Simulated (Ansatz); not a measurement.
# Bi6Te: the cost of one run

Computed with Ansatz 0.2.0 (DFT PBE, scalar-relativistic, plane waves, PAW, unless a step names another level, unless a step's input says otherwise).

3 further runs of the same task are left out: 2 that didn't finish, 1 set aside as unsound or not needed.

### 1 The system as given

It takes space group R-3m (No. 166, trigonal). The conventional cell has a = 4.606 Å, b = 4.606 Å, c = 40.007 Å, α = 90.00°, β = 90.00°, γ = 120.00°. Around Bi (site symmetry 3m) lie 6 Bi at 3.22 to 3.33 Å. Bi (site symmetry 3m) has 6 Bi at 3.23 to 3.33 Å as nearest neighbours. Around Bi (site symmetry 3m) lie 3 Bi at 3.23 Å and 3 Te at 3.28 Å. Te (site symmetry -3m) is surrounded by 6 Bi at 3.28 Å.

Coordinates:

```
CELL_PARAMETERS angstrom
2.30312 1.32971 13.33557
-2.30312 1.32971 13.33557
0.00000 -2.65942 13.33557
ATOMIC_POSITIONS crystal
Bi 0.85611 0.85611 0.85611
Bi 0.57297 0.57297 0.57297
Bi 0.14389 0.14389 0.14389
Bi 0.42703 0.42703 0.42703
Bi 0.71476 0.71476 0.71476
Bi 0.28524 0.28524 0.28524
Te 0.00000 0.00000 0.00000
```

It came out lowest among 14 distinct ends of the trial cells. At a tolerance of 0.05 Å it has space group R-3m (No. 166).

### 2 Relaxing to 0.001 eV/Å, on the response runs' mesh and smearing

File input.yaml:

```yaml
crystal:
  lattice:
    - [2.3031226584, 1.3297084868, 13.3355713369]
    - [-2.3031226584, 1.3297084868, 13.3355713369]
    - [0.0, -2.6594169737, 13.3355713369]
  atoms:
    - { symbol: Bi, position: [0.8561121255, 0.8561121255, 0.8561121255] }
    - { symbol: Bi, position: [0.5729677141, 0.5729677141, 0.5729677141] }
    - { symbol: Bi, position: [0.1438878745, 0.1438878745, 0.1438878745] }
    - { symbol: Bi, position: [0.4270322859, 0.4270322859, 0.4270322859] }
    - { symbol: Bi, position: [0.7147634849, 0.7147634849, 0.7147634849] }
    - { symbol: Bi, position: [0.2852365151, 0.2852365151, 0.2852365151] }
    - { symbol: Te, position: [0.0, 0.0, 0.0] }
basis:
  ecutwfc: 420
kpoints:
  mp_grid: { grid: [12, 12, 12] }
hamiltonian:
  xc: pbe
scf:
  occupations: { method: gaussian, width: 0.1 }
output:
  forces: true
  stress: true
  eigenvalues: true
relax:
  adjacent_minimum: "off"
  f_tol: 0.001
  max_steps: 60
  cell: { stress_tol: 0.01 }
```

On the command line:

```console
$ ansatz run input.yaml --threads 3 --pin off --max-ram 7680MiB --backend cpu --events-out ev --progress --plain --runs-dir out
```

**Question.** How long does this run take on 3 threads of AMD EPYC 9R45 (Zen 5), shared host, and how much memory does it need?

About 98 s, with a peak of 2.1 GiB.
